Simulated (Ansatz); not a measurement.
# C₂H₁₀InOP: how energies converge with the basis set

The task here is to estimate one member of a computed series from the others.

Program: Ansatz 0.2.0, Gaussian basis. Level of theory: one geometry, several basis sets. These are calculated values, not measurements.

Plan: PBE0-D4/def2-SVP; ωB97M-V/def2-SVP; PBE0-D4/def2-QZVPP; ωB97M-V/def2-QZVPP; the functionals' def2-TZVPP values are taken from earlier runs.

**The relaxed structure**

The geometry comes from an earlier relaxation with PBE0-D4 in a triple-zeta def2 set; it is a stationary point, not always the lowest conformer. In takes the def2 core potential; no spin-orbit term is included.

SMILES `[CH3][In-]([CH3])([OH])[PH3+]`, 15 atoms, charge 0, spin multiplicity 1.

Atoms are counted from 1 here; the program's logs count them from 0.

Bond lengths: C1–In2 2.146 Å, C1–H6 1.091 Å, C1–H7 1.091 Å, C1–H8 1.091 Å, In2–C3 2.154 Å, In2–O4 2.043 Å, In2–P5 2.855 Å, C3–H9 1.091 Å, C3–H10 1.092 Å, C3–H11 1.091 Å, O4–H12 0.959 Å, P5–H13 1.418 Å, P5–H14 1.410 Å, P5–H15 1.409 Å. Angles: In2–C1–H6 110.6°, In2–C1–H7 111.1°, In2–C1–H8 109.0°, H6–C1–H7 108.3°, H6–C1–H8 108.6°, H7–C1–H8 109.2°, C1–In2–C3 134.5°, C1–In2–O4 109.8°, C1–In2–P5 100.3°, C3–In2–O4 113.7°, C3–In2–P5 104.3°, O4–In2–P5 73.1°, In2–C3–H9 110.8°, In2–C3–H10 110.2°, In2–C3–H11 110.2°, H9–C3–H10 108.2°, H9–C3–H11 108.9°, H10–C3–H11 108.5° and more.

The first run:

Contents of in.yaml:

```yaml
crystal:
  periodic: [false, false, false]
  atoms:
    - {symbol: C, position_ang: [-2.062457, 0.207046, 1.172269]}
    - {symbol: In, position_ang: [-0.178802, -0.510642, 0.436990]}
    - {symbol: C, position_ang: [1.744799, -0.891392, 1.327700]}
    - {symbol: O, position_ang: [-0.448712, -1.442868, -1.361323]}
    - {symbol: P, position_ang: [0.352342, 1.428594, -1.589883]}
    - {symbol: H, position_ang: [-2.445003, -0.451068, 1.954391]}
    - {symbol: H, position_ang: [-1.964790, 1.211252, 1.587763]}
    - {symbol: H, position_ang: [-2.779748, 0.226166, 0.350957]}
    - {symbol: H, position_ang: [2.073376, -0.037025, 1.921689]}
    - {symbol: H, position_ang: [1.690598, -1.762152, 1.984099]}
    - {symbol: H, position_ang: [2.486484, -1.087731, 0.551995]}
    - {symbol: H, position_ang: [0.267745, -2.037747, -1.590886]}
    - {symbol: H, position_ang: [0.652791, 2.803656, -1.766068]}
    - {symbol: H, position_ang: [1.329642, 0.925881, -2.472988]}
    - {symbol: H, position_ang: [-0.739763, 1.367131, -2.477403]}
basis:
  gaussian: {orbitals: def2-SVP}
hamiltonian: {xc: pbe0, dispersion: d4}
output: {orbitals: {seedname: orbitals}}
```

Command:

```console
$ ansatz run in.yaml --threads 4 --pin off --events-out ev --progress --plain --max-ram 11315MiB
```

Among the steps run: PBE0-D4 in def2-SVP; ωB97M-V in def2-SVP; PBE0-D4 in def2-QZVPP; ωB97M-V in def2-QZVPP.

One of the session's tables, all rows but one given; the rest of the session is left out.

It belongs to the step «Functionals by basis». 

```
functional       basis  HOMO (eV)  LUMO (eV)
   PBE0-D4    def2-SVP      -6.80       0.45
   PBE0-D4  def2-TZVPP      -7.03       0.07
   PBE0-D4  def2-QZVPP      -7.07      -0.17
   ωB97M-V    def2-SVP      -9.07       1.94
   ωB97M-V  def2-TZVPP      -9.26       1.22
   ωB97M-V  def2-QZVPP          ?          ?
```

**Question.** Estimate the row for ωB97M-V, def2-QZVPP.

**Answer.** HOMO (eV): -9.28; LUMO (eV): 0.91. In the column «HOMO (eV)» it is the lowest.
